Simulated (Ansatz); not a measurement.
Runs of Ansatz 0.2.0 on BaH4. Symmetry: R-3m, No. 166, trigonal system. The conventional cell has a = 4.582 Å, b = 4.582 Å, c = 10.609 Å, α = 90.00°, β = 90.00°, γ = 120.00°. Ba (site symmetry -3m) is surrounded by 14 H at 2.75 to 2.98 Å. H (site symmetry 3m) is surrounded by 1 H at 2.17 Å. H (site symmetry 3m) has 1 H at 0.77 Å as nearest neighbours. The cell was built by a generator and needn't be a form met in nature.

```csv
level,gap on the mesh (eV),pressure (GPa),largest force (eV/Å)
RPBE,(d),(b),0.29
LDA,2.44,(a),0.77
PBEsol,(c),-1.6,0.47
revPBE,2.86,1.1,0.21
```

Alike in all rows: task band structure; potentials or basis Ansatz PAW; no spin polarisation; cell as given; k mesh 5 × 5 × 5; cutoff (eV) 420; smearing fermi-dirac 0.05 eV.

Problem. Estimate the missing entries.

Solution. (a) -2.7; (b) 1.5; (c) 2.55; (d) 2.90.

Caveats: the k mesh misses the band edges, so the gap on the mesh is wider than the one along the path; spin-orbit coupling is left out, which moves the levels of the heavy elements; the PAW data sets come from PBE, with cores solved anew for the run's functional, which leaves a small shift of forces and pressure.

A k mesh can miss the band edges, and the runs leave out spin-orbit coupling on Ba.

Runs at the PBE level aren't shown here.
